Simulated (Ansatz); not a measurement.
# BFH4Sn (SMILES F[BH][SnH3]): functionals against CCSD(T) at one geometry

An exercise on one series of results from a longer session: the logs are not shown, and one member is left open.

The runs use Ansatz 0.2.0, Gaussian basis; single points in def2-TZVPP.

Cores are frozen in the correlated methods. Filled d shells of the heavier atoms are correlated. Core potentials replace the inner electrons past krypton, and spin-orbit coupling is left out.

## Starting geometry

7 atoms, charge 0, spin multiplicity 1.

Atoms are counted from 1 here; the program's logs count them from 0.

Bond lengths: F1–B2 1.321 Å, B2–Sn3 2.236 Å, B2–H4 1.171 Å, Sn3–H5 1.656 Å, Sn3–H6 1.617 Å, Sn3–H7 1.716 Å. Angles: F1–B2–Sn3 121.3°, F1–B2–H4 113.3°, Sn3–B2–H4 124.8°, B2–Sn3–H5 112.3°, B2–Sn3–H6 111.7°, B2–Sn3–H7 115.3°, H5–Sn3–H6 106.1°, H5–Sn3–H7 104.4°, H6–Sn3–H7 106.3°.

As a file:

```mol
BFH4Sn
  3D, bonds by distance, orders not assigned

  7  6  0  0  0  0  0  0  0  0999 V2000
   -0.0837   -2.2904   -0.3572 F   0  0
   -0.4151   -1.2418    0.3755 B   0  0
    0.1985    0.8262   -0.2126 Sn  0  0
   -0.8984   -1.5293    1.4030 H   0  0
   -0.5409    1.3297   -1.6061 H   0  0
   -0.1929    1.9117    0.9199 H   0  0
    1.8741    1.0344   -0.5193 H   0  0
  1  2  8  0
  2  3  8  0
  2  4  8  0
  3  5  8  0
  3  6  8  0
  3  7  8  0
M  END
```

Set-up of the first run:

Input file run/in.yaml:

```yaml
crystal:
  periodic: [false, false, false]
  atoms:
    - {symbol: F, position_ang: [-0.083700, -2.290400, -0.357200]}
    - {symbol: B, position_ang: [-0.415100, -1.241800, 0.375500]}
    - {symbol: Sn, position_ang: [0.198500, 0.826200, -0.212600]}
    - {symbol: H, position_ang: [-0.898400, -1.529300, 1.403000]}
    - {symbol: H, position_ang: [-0.540900, 1.329700, -1.606100]}
    - {symbol: H, position_ang: [-0.192900, 1.911700, 0.919900]}
    - {symbol: H, position_ang: [1.874100, 1.034400, -0.519300]}
basis:
  gaussian: {orbitals: def2-TZVPP}
correlation: {method: ccsd_t}
output: {forces: true}
```

No record of the launch command was kept for these runs.

Steps of the session up to this table: CCSD(T)/def2-TZVPP; PBE0-D4/def2-TZVPP; wB97M-V/def2-TZVPP; r2SCAN-D4/def2-TZVPP; PBE-D4/def2-TZVPP; BHLYP-D4/def2-TZVPP; CAM-B3LYP-D4/def2-TZVPP.

One table of the session follows, with a row left open; its other results are not shown here.

```
      method  RMS force component (eV/Å)  angle to CCSD(T) forces (°)  dipole (D)
     CCSD(T)                       0.497                    reference        0.76
     PBE0-D4                       0.544                         12.2        0.75
     wB97M-V                       0.501                          4.5        0.76
   r2SCAN-D4                       0.525                          8.1        0.71
      PBE-D4                       0.576                         13.9        0.67
    BHLYP-D4                           ?                            ?           ?
CAM-B3LYP-D4                       0.516                         10.5        0.79
```

Q: Estimate the row for BHLYP-D4 from the others.

The run gave: RMS force component (eV/Å): 0.545; angle to CCSD(T) forces (°): 22.1; dipole (D): 0.86. In the column «RMS force component (eV/Å)» it lies between PBE0-D4 (0.544) and PBE-D4 (0.576).
